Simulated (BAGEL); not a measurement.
# CH5GaO (SMILES C[O][GaH2]): a chain of runs

Wanted: the energy (HF/cc-pVDZ), then the energy (NEVPT2(2,2)/cc-pVDZ), then the energy (CASPT2(2,2)/cc-pVDZ) of CH5GaO. 

Program for the calculation: BAGEL 1.2.2.

2 further runs of the same task are left out: 2 set aside as unsound or not needed.

## Step 1: The molecule

CH5GaO: 8 atoms, total charge 0, spin state singlet. As SMILES, `C[O][GaH2]`. One bond was lengthened or shortened from a relaxed shape.

Bond lengths: C1–O2 1.402 Å, O2–Ga3 1.782 Å, C1–H4 1.096 Å, C1–H5 1.099 Å, C1–H6 0.931 Å, Ga3–H7 1.565 Å, Ga3–H8 1.555 Å. Angles: C1–O2–Ga3 123.8°, O2–C1–H4 110.0°, O2–C1–H5 113.2°, O2–C1–H6 110.0°, O2–Ga3–H7 115.8°, O2–Ga3–H8 113.9°, H4–C1–H5 107.8°, H4–C1–H6 107.8°, H5–C1–H6 107.8°, H7–Ga3–H8 130.3°.

## Step 2: The energy at HF/cc-pVDZ (density fitting with svp-jkfit) (run 1)

Contents of job.json:

```json
{ "bagel": [

{
  "title": "molecule",
  "basis": "cc-pvdz.json",
  "df_basis": "svp-jkfit",
  "angstrom": true,
  "geometry": [
    { "atom": "C", "xyz": [      -0.678876,       1.089851,      -0.325811 ] },
    { "atom": "O", "xyz": [      -0.767376,      -0.156249,       0.310589 ] },
    { "atom": "Ga", "xyz": [       0.641124,      -1.184749,       0.676389 ] },
    { "atom": "H", "xyz": [      -1.262276,       1.079251,      -1.253511 ] },
    { "atom": "H", "xyz": [       0.352124,       1.373451,      -0.579511 ] },
    { "atom": "H", "xyz": [      -1.030600,       1.754200,       0.224300 ] },
    { "atom": "H", "xyz": [       2.031824,      -0.615549,       0.239989 ] },
    { "atom": "H", "xyz": [       0.279624,      -2.519449,       1.387189 ] }
  ]
},

{ "title": "hf" },

{ "title": "print", "file": "orbitals.molden", "orbitals": true }

]}
```

The basis set cc-pVDZ is read from a file made from the Basis Set Exchange's data (not shown).

Run with:

```bash
BAGEL_NUM_THREADS=1 BAGEL job.json > job.out
```

Output:

```text
* using 1 threads per process

  ===============================================================
  ===============================================================

  *** Geometry ***

  { "atom" : "C", "xyz" : [     -1.282890,      2.059520,     -0.615694 ] },
  { "atom" : "O", "xyz" : [     -1.450130,     -0.295268,      0.586928 ] },
  { "atom" : "Ga", "xyz" : [      1.211549,     -2.238851,      1.278190 ] },
  { "atom" : "H", "xyz" : [     -2.385356,      2.039489,     -2.368792 ] },
  { "atom" : "H", "xyz" : [      0.665418,      2.595446,     -1.095117 ] },
  { "atom" : "H", "xyz" : [     -1.947552,      3.314958,      0.423866 ] },
  { "atom" : "H", "xyz" : [      3.839591,     -1.163219,      0.453513 ] },
  { "atom" : "H", "xyz" : [      0.528413,     -4.761069,      2.621407 ] },

  Number of auxiliary basis functions:      508

  Since a DF basis is specified, we compute 2- and 3-index integrals:
    o Being stored without compression. Storage requirement is 0.026 GB

  Number of basis functions:       80
  Number of electrons      :       50

    * METHOD: MOLECULE                             0.30

  *** RHF ***

  === Nuclear Repulsion ===
   185.1157382925

      * DIIS with orbital gradients will be used.

  === RHF iteration (cc-pvdz.json) ===
      0      -2038.64396730          0.01594501           0.09
      1      -2038.74558836          0.01297843           0.09
      2      -2038.83166789          0.00142576           0.09
      3      -2038.83327472          0.00045456           0.09
      4      -2038.83337375          0.00008307           0.09
      5      -2038.83337859          0.00001719           0.09
      6      -2038.83337889          0.00000441           0.09
      7      -2038.83337891          0.00000125           0.09
      8      -2038.83337891          0.00000034           0.09
      9      -2038.83337891          0.00000009           0.09
     10      -2038.83337891          0.00000004           0.09
     11      -2038.83337891          0.00000002           0.09
     12      -2038.83337891          0.00000000           0.09
    * SCF iteration converged.

    * Permanent dipole moment:
           (   -0.515081,    -0.134507,     0.079434) a.u.

    * METHOD: HF                                   1.42

    * METHOD: PRINT                                0.01

  ===============================================================
```

Run time: 1.9 s. Hardware: 1 thread of Arm Neoverse V1, shared host; peak memory 0.12 GiB.

## Step 3: A single-point energy at NEVPT2(2,2)/cc-pVDZ (density fitting with svp-jkfit) (run 2)

Contents of input.json:

```json
{ "bagel": [

{
  "title": "molecule",
  "basis": "cc-pvdz.json",
  "df_basis": "svp-jkfit",
  "angstrom": true,
  "geometry": [
    { "atom": "C", "xyz": [      -0.678876,       1.089851,      -0.325811 ] },
    { "atom": "O", "xyz": [      -0.767376,      -0.156249,       0.310589 ] },
    { "atom": "Ga", "xyz": [       0.641124,      -1.184749,       0.676389 ] },
    { "atom": "H", "xyz": [      -1.262276,       1.079251,      -1.253511 ] },
    { "atom": "H", "xyz": [       0.352124,       1.373451,      -0.579511 ] },
    { "atom": "H", "xyz": [      -1.030600,       1.754200,       0.224300 ] },
    { "atom": "H", "xyz": [       2.031824,      -0.615549,       0.239989 ] },
    { "atom": "H", "xyz": [       0.279624,      -2.519449,       1.387189 ] }
  ]
},

{ "title": "hf" },

{ "title": "nevpt2", "nstate": 1, "nact": 2, "nclosed": 24, "active": [20, 50], "maxiter": 200, "natocc": true, "ncore": 11 },

{ "title": "print", "file": "orbitals.molden", "orbitals": true }

]}
```

The basis set cc-pVDZ is read from a file made from the Basis Set Exchange's data (not shown).

Run with:

```bash
BAGEL_NUM_THREADS=1 BAGEL input.json > input.out
```

Output:

```text
* using 1 threads per process

  ===============================================================
  ===============================================================

  *** Geometry ***

  { "atom" : "C", "xyz" : [     -1.282890,      2.059520,     -0.615694 ] },
  { "atom" : "O", "xyz" : [     -1.450130,     -0.295268,      0.586928 ] },
  { "atom" : "Ga", "xyz" : [      1.211549,     -2.238851,      1.278190 ] },
[... 4 lines of this table left out ...]
  { "atom" : "H", "xyz" : [      0.528413,     -4.761069,      2.621407 ] },

  Number of auxiliary basis functions:      508

  Since a DF basis is specified, we compute 2- and 3-index integrals:
    o Being stored without compression. Storage requirement is 0.026 GB

[... 18 lines left out ...]
    * SCF iteration converged.
[... 1 line left out ...]
    * Permanent dipole moment:
[... 28 lines left out ...]
    * Second-order optimization converged. *

     guess   0:   closed 1.                   open ..

  === FCI iteration ===

      0  0     -2038.83329513     8.37e-02      0.00
      1  0     -2038.84540428     7.48e-04      0.00
      2  0 *   -2038.84540601     1.13e-15      0.00

     * ci vector, state   0, <S^2> = 0.0000
       2.     0.9973903757
       .2    -0.0721972198

  === DF-NEVPT2 calculation ===

    * 3-index integral transformation done
    * assembly done

      NEVPT2 correlation energy:   -0.4042419777      0.17

          (+0)     -0.3553464222
          (+0)'    -0.0128218106
          (+1)     -0.0033400773
          (+1)'    -0.0000000000
          (+2)     -0.0001131863
          (-1)     -0.0225941160
          (-1)'     0.0000000000
          (-2)     -0.0100263654

      NEVPT2 total energy:       -2039.2496479890

    * METHOD: NEVPT2                               4.88

    * METHOD: PRINT                                0.01

  ===============================================================
```

Run time: 6.9 s. Hardware: 1 thread of Arm Neoverse V1, shared host; peak memory 0.14 GiB.

## Step 4: The energy at CASPT2(2,2)/cc-pVDZ (density fitting with svp-jkfit) (run 3)

Contents of input.json:

```json
{ "bagel": [

{
  "title": "molecule",
  "basis": "cc-pvdz.json",
  "df_basis": "svp-jkfit",
  "angstrom": true,
  "geometry": [
    { "atom": "C", "xyz": [   -0.678876,    1.089851,   -0.325811 ] },
    { "atom": "O", "xyz": [   -0.767376,   -0.156249,    0.310589 ] },
    { "atom": "Ga", "xyz": [    0.641124,   -1.184749,    0.676389 ] },
    { "atom": "H", "xyz": [   -1.262276,    1.079251,   -1.253511 ] },
    { "atom": "H", "xyz": [    0.352124,    1.373451,   -0.579511 ] },
    { "atom": "H", "xyz": [   -1.030600,    1.754200,    0.224300 ] },
    { "atom": "H", "xyz": [    2.031824,   -0.615549,    0.239989 ] },
    { "atom": "H", "xyz": [    0.279624,   -2.519449,    1.387189 ] }
  ]
},
{ "title": "hf" },
{ "title": "casscf", "nstate": 1, "nact": 2, "nclosed": 24, "active": [20, 50], "maxiter": 200, "natocc": true },
{ "title": "print", "file": "orbitals.molden", "orbitals": true },
{ "title": "smith", "method": "caspt2", "ms": true, "xms": true, "sssr": true, "shift": 0.2, "shift_imag": true, "ncore": 11 }

]}
```

The basis set cc-pVDZ is read from a file made from the Basis Set Exchange's data (not shown).

Run with:

```bash
BAGEL_NUM_THREADS=1 BAGEL input.json > input.out
```

Output:

```text
* using 1 threads per process

  ===============================================================
  ===============================================================

  *** Geometry ***

  { "atom" : "C", "xyz" : [     -1.282890,      2.059520,     -0.615694 ] },
  { "atom" : "O", "xyz" : [     -1.450130,     -0.295268,      0.586928 ] },
  { "atom" : "Ga", "xyz" : [      1.211549,     -2.238851,      1.278190 ] },
[... 4 lines of this table left out ...]
  { "atom" : "H", "xyz" : [      0.528413,     -4.761069,      2.621407 ] },

  Number of auxiliary basis functions:      508

  Since a DF basis is specified, we compute 2- and 3-index integrals:
    o Being stored without compression. Storage requirement is 0.026 GB

[... 18 lines left out ...]
    * SCF iteration converged.
[... 1 line left out ...]
    * Permanent dipole moment:
[... 27 lines left out ...]
    * Second-order optimization converged. *
[... 9 lines left out ...]
     * ci vector, state   0, <S^2> = 0.0000
[... 16 lines left out ...]
    * Zeroth order energy : state  0       -1.3428982778
[... 4 lines left out ...]
       #      aibj      arbs      arbi      airj      risj      airs      arst      rist         Etot      error   time
[... 2 lines left out ...]
       0  -0.35477  -0.01204  -0.02334  -0.00370  -0.00016  -0.01108  -0.00000  -0.00000   -0.4050748  0.0018102   0.09
       1  -0.35511  -0.01215  -0.02347  -0.00383  -0.00017  -0.01147  -0.00000  -0.00000   -0.4062047  0.0003212   0.08
       2  -0.35514  -0.01215  -0.02346  -0.00383  -0.00017  -0.01149  -0.00000  -0.00000   -0.4062493  0.0000682   0.08
       3  -0.35514  -0.01215  -0.02347  -0.00383  -0.00018  -0.01150  -0.00000  -0.00000   -0.4062509  0.0000153   0.08
       4  -0.35514  -0.01215  -0.02347  -0.00383  -0.00018  -0.01150  -0.00000  -0.00000   -0.4062510  0.0000039   0.08
       5  -0.35514  -0.01215  -0.02347  -0.00383  -0.00018  -0.01150  -0.00000  -0.00000   -0.4062510  0.0000009   0.09

      ------------------------------------------------------------------------------------------------------------------

    * CASPT2 energy : state  0    -2039.2536135713
        w/o shift correction      -2039.2516569888
        reference weight              0.8855907605

    * METHOD: SMITH                                0.79

  ===============================================================
```

It took 7.2 s on 1 thread of Arm Neoverse V1, shared host; peak memory 0.19 GiB.

## Step 5: Summary of results

| quantity | value |
| --- | --- |
| run 1, HF/cc-pVDZ: total energy | -2038.83338 Eh |
| run 1, HF/cc-pVDZ: dipole moment | 1.37 D |
| run 1, HF/cc-pVDZ: HOMO energy | -11.52 eV |
| run 1, HF/cc-pVDZ: LUMO energy | 1.58 eV |
| run 1, HF/cc-pVDZ: HOMO–LUMO gap | 13.11 eV |
| run 2, NEVPT2(2,2)/cc-pVDZ: total energy | -2039.24965 Eh |
| run 3, CASPT2(2,2)/cc-pVDZ: total energy | -2039.25361 Eh |
